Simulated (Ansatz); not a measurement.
# SnO (tin(ii) oxide) at FCI/STO-3G

What is the energy change on altering one bond length of SnO (tin(ii) oxide) at FCI/STO-3G? 

The calculation is run with Ansatz 0.2.0.

55 further runs of the same task are left out: 20 that didn't finish, 35 set aside as unsound or not needed.

## Step 1: The structure to begin with

SnO: 2 atoms, total charge 0, spin state singlet. As SMILES, `[O]=[Sn]`. Geometry: a GFN2-xTB relaxation, a rough one for these elements and not checked as a minimum.

Bond lengths: O1–Sn2 1.804 Å.

## Step 2: A single-point energy at FCI/STO-3G

job.yaml

```yaml
crystal:
  periodic: [false, false, false]
  atoms:
    - {symbol: O, position_ang: [0.000000, 0.000000, 0.000000]}
    - {symbol: Sn, position_ang: [0.000000, 0.000000, 1.803580]}
basis:
  gaussian:
    orbitals: STO-3G
correlation:
  method: fci
  frozen_orbitals: {O: 1, Sn: 18}
accuracy: high
```

On the command line:

```
$ ansatz run job.yaml --threads 1 --pin off --max-ram 2610MiB --events-out events.jsonl --progress --plain --runs-dir runs
```

The log of the run:

```text
Warning: RAYON_NUM_THREADS=1 ignored (pool sized by the plan → 1); use --threads N
Functional definition: HF
  name "HF"
  exchange = exact_x
  correlation = 0
568 factors; integrals over basis functions are off by at most 5.0e-9 eV
mean field evaluation 1: about -164269.5772 eV, gradient 3.5e1 eV
mean field evaluation 2: about -164269.6372 eV, gradient 3.5e1 eV
mean field evaluation 4: about -164276.2137 eV, gradient 9.0e0 eV
mean field evaluation 8: about -164276.4624 eV, gradient 1.6e-4 eV
mean field -164276.46239219 eV, -6037.0486423274 hartree, gradient 8.7e-9 eV, S^2 0.000000; 0 other end points of the search recorded, 0 dependent functions left out; unrestricted orbitals would lower it
mean field evaluation 16: about -164276.5874 eV, gradient 9.2e0 eV
19 core orbitals not correlated: weight in the atoms' cores, before any rotation towards them, 1.000 or more for the frozen orbitals, at most 0.000 for the correlated occupied ones
reference -164276.46239219 eV, -6037.0486423274 hartree; 10, 10 occupied and 3, 3 virtual orbitals, 568 factors
state -164281.04486745 eV, -6037.2170451870 hartree
Total energy: -164281.04486745 eV, -6037.2170451870 hartree
```

Wall time 1.1 s (1 thread of Arm Neoverse V2, shared host).

## Step 3: The distorted shape at the same level

job.yaml

```yaml
crystal:
  periodic: [false, false, false]
  atoms:
    - symbol: O
      position_ang: [0.000000, 0.000000, -0.450920]
    - symbol: Sn
      position_ang: [0.000000, 0.000000, 1.803580]
basis:
  gaussian:
    orbitals: STO-3G
accuracy: high
magnetization:
  spin_polarized: false
  initial_magnetization: 0
correlation:
  method: fci
  frozen_orbitals: {O: 1, Sn: 18}
```

On the command line:

```
$ ansatz run job.yaml --threads 1 --pin off --max-ram 2610MiB --events-out events.jsonl --progress --plain --runs-dir runs
```

The log of the run (excerpt; [...] marks lines left out):

```text
Warning: RAYON_NUM_THREADS=1 ignored (pool sized by the plan → 1); use --threads N
Functional definition: HF
  name "HF"
[...]
557 factors; integrals over basis functions are off by at most 5.0e-9 eV
[...]
mean field -164273.03971377 eV, -6036.9228612157 hartree, gradient 1.0e-8 eV, S^2 0.000000; 8 other end points of the search recorded, 0 dependent functions left out; unrestricted orbitals would lower it
unrestricted determinant -164276.45282626 eV, -6037.0482907861 hartree, S^2 1.2085
19 core orbitals not correlated: weight in the atoms' cores, before any rotation towards them, 1.000 or more for the frozen orbitals, at most 0.000 for the correlated occupied ones
reference -164273.03971377 eV, -6036.9228612157 hartree; 10, 10 occupied and 3, 3 virtual orbitals, 557 factors
state -164279.14031039 eV, -6037.1470540062 hartree
Total energy: -164279.14031039 eV, -6037.1470540062 hartree
```

It took 2.4 s on 1 thread of Arm Neoverse V2, shared host; peak memory 0.097 GiB.

## Step 4: Results

At FCI/STO-3G, 19 core orbitals frozen:

```
                                                          quantity           value
                                         first shape: total energy  -6037.21705 Eh
         first shape: correlation energy (19 core orbitals frozen)      -168.4 mEh
                                     distorted shape: total energy  -6037.14705 Eh
     distorted shape: correlation energy (19 core orbitals frozen)      -224.2 mEh
energy change with the O1–Sn2 bond stretched from 1.804 to 2.255 Å        1.905 eV
```

What this shows: With the O1–Sn2 bond stretched from 1.804 to 2.255 Å the energy rises by 1.90 eV (44 kcal/mol). The first shape isn't relaxed at this level, so the change isn't measured from a minimum. The minimal basis adds a large error of its own. The restricted solution (first shape) is unstable to spin breaking: an unrestricted one lies lower. Relativity is left out (first shape) although the molecule holds a heavy atom. The restricted solution (distorted shape) is unstable to spin breaking: an unrestricted one lies lower. Relativity is left out (distorted shape) although the molecule holds a heavy atom.
